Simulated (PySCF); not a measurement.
# ScF₃: relaxation and vibrations of the singlet

The task is one start of a wider search on ScF₃: the singlet, from a trigonal planar start. It is relaxed, tested by its Hessian and followed downhill if it is a saddle.

Computed with PySCF 2.14.0. Level: B3LYP, basis Sc def2-TZVP, F def2-TZVP, no relativity, density fitting.

### 1 Where the work starts

4 atoms, charge 0, spin multiplicity 1.

Bond lengths: Sc1–F2 2.120 Å, Sc1–F3 2.120 Å, Sc1–F4 2.120 Å. Angles: F2–Sc1–F3 120.0°, F2–Sc1–F4 120.0°, F3–Sc1–F4 120.0°.

```xyz
4
charge 0 multiplicity 1
Sc    0.0000    0.0000    0.0000
F     2.1200    0.0000    0.0000
F    -1.0600    1.8360    0.0000
F    -1.0600   -1.8360    0.0000
```

### 2 Finding the electronic state

The steps below are one call of a driver around PySCF. For each, scf.py gives the equivalent set-up of the SCF; relaxations use the driver's own optimiser. After this first run the driver tries any further starts and a stability analysis.

File scf.py:

```python
from pyscf import gto, scf, dft
mol = gto.M(atom='''
Sc     0.000000     0.000000     0.000000
F      2.120000     0.000000     0.000000
F     -1.060000     1.836000     0.000000
F     -1.060000    -1.836000     0.000000''',
    basis={'Sc': 'def2-TZVP', 'F': 'def2-TZVP'},
    charge=0, spin=0)
mf = dft.RKS(mol, xc='B3LYP')
mf.grids.atom_grid = (50, 194)
aux = {'Sc': 'def2-universal-JKFIT', 'F': 'def2-universal-JKFIT'}
mf = mf.density_fit(auxbasis=aux)
mf.conv_tol = 1e-08
mf.diis_space = 10
mf.max_cycle = 60
mf.init_guess = 'minao'
mf.verbose = 4
mf.kernel()
```

Command:

```console
$ OMP_NUM_THREADS=4 python axn.py task.json out
```

The runs that follow: Relaxing the singlet from the trigonal planar start; Frequencies.

Q: Predict the outcome of this session. Wanted: minimum; geometry; wavenumbers; dipole moment; highest occupied, lowest empty level; polar-tensor charge of Sc1; zero-point energy; atomisation energy.

**Answer**, as computed:

```
                                 quantity                                     value
                                  minimum                              singlet, D3h
                                 geometry     Sc–F 1.849 Å (×3); F–Sc–F 120.0° (×3)
                       wavenumbers (cm⁻¹)  88 (a2''), 167 (e'), 620 (a1'), 719 (e')
                            dipole moment                                    0.00 D
     highest occupied, lowest empty level                          -10.90, -3.13 eV
               polar-tensor charge of Sc1                                   +2.39 e
                        zero-point energy                               14.8 kJ/mol
                      entropy at 298.15 K                           300.4 J/(mol K)
atomisation energy (no zero-point energy)                               1870 kJ/mol
```

**Reading.** The trigonal planar start keeps its D3h symmetry and ends in a minimum. In the infrared the band at 719 cm⁻¹ (e', stretch) leads. Sc1 has a polar-tensor charge of +2.4 e (a dipole derivative, not a static charge), yet symmetry cancels the bond dipoles. Other starts or spin states, not run here, may lie lower.
